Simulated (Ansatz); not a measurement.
# YCo7: the cost of one run

All numbers below are computed with Ansatz 0.2.0 (DFT PBE, scalar-relativistic, plane waves, PAW).

### Step 1. The structure to begin with

The cell holds 16 atoms (Co14Y2): a = 5.958 Å, b = 5.951 Å, c = 6.282 Å, α = 89.15°, β = 91.87°, γ = 89.24°.

It is the last frame of an earlier stage of the same melt, run at 1030 K.

As a file:

```
Co Y
1.0
     5.95703    0.03988   -0.09982
     0.03988    5.95069    0.04542
    -0.09982    0.04542    6.28073
Co Y
14 2
Cartesian
  4.6820 0.8863 3.2858
  4.3440 2.5365 5.4372
  5.6605 5.2007 1.8127
  2.3974 3.8996 5.0964
  4.0569 3.9425 3.4170
  2.4900 2.3900 3.4643
  1.7749 4.5571 3.0854
  3.6085 3.2495 1.1938
  5.8374 1.3780 1.0993
  0.6123 2.1489 5.0492
  0.1240 2.9472 3.0013
  2.9565 5.9597 4.2022
  0.8294 0.8329 3.2457
  1.2486 3.3207 0.7778
  2.9079 0.3678 1.1323
  5.7815 5.1337 5.3032
```

### Step 2. Langevin stage at 300 K

One k point, a Fermi-Dirac width of 0.050 eV and a fixed cell.

input.yaml

```yaml
crystal:
  lattice:
    - [5.957029, 0.039877, -0.099824]
    - [0.039877, 5.950687, 0.045417]
    - [-0.099824, 0.045417, 6.28073]
  atoms:
    - { symbol: Co, position: [0.7939931008, 0.1395469981, 0.5347613895] }
    - { symbol: Co, position: [0.7410990212, 0.4146129489, 0.8744829102] }
    - { symbol: Co, position: [0.9494175895, 0.865328626, 0.2974494942] }
    - { symbol: Co, position: [0.4117567173, 0.6463461346, 0.8133113323] }
    - { symbol: Co, position: [0.6858720994, 0.6537308219, 0.5502240257] }
    - { symbol: Co, position: [0.4246577841, 0.3945424209, 0.555469787] }
    - { symbol: Co, position: [0.3010905464, 0.7600511293, 0.4905373646] }
    - { symbol: Co, position: [0.6054116684, 0.5405192792, 0.1957801891] }
    - { symbol: Co, position: [0.981590394, 0.2235414179, 0.1890182814] }
    - { symbol: Co, position: [0.1138761383, 0.3542220867, 0.8031711118] }
    - { symbol: Co, position: [0.0254795735, 0.4914793085, 0.4747112271] }
    - { symbol: Co, position: [0.5008831559, 0.9930510813, 0.6698411488] }
    - { symbol: Co, position: [0.1470165477, 0.1350296095, 0.5181290669] }
    - { symbol: Co, position: [0.2079413015, 0.5557114197, 0.1231323509] }
    - { symbol: "Y", position: [0.4909098535, 0.0570796423, 0.1876656608] }
    - { symbol: "Y", position: [0.9791592178, 0.8496251796, 0.8537813805] }
  symmetry: { detect: false }
basis:
  ecutwfc: 420
  xc_grid: 1
kpoints:
  mp_grid: { grid: [1, 1, 1], shift: [0.25, 0.25, 0.25] }
hamiltonian:
  xc: pbe
scf:
  occupations: { method: fermi_dirac, width: 0.05 }
  lower_state_search: "off"
  convergence: { dr2_threshold: 1.0e-05 }
output:
  forces: true
  stress: true
md:
  timestep: 3.0
  n_steps: 123
  ensemble: nvt_langevin
  friction: 0.03
  temperature: 300.0
  initial_velocities: maxwell_boltzmann
  seed: 28313
```

Started as:

```bash
> ansatz run input.yaml --threads 2 --pin off --max-ram 5120MiB --backend cpu --events-out ev --progress --plain --runs-dir out
```

What time and memory should one allow on 2 threads of Arm Neoverse V1, shared host?

About 5 min, with a peak of 0.49 GiB.
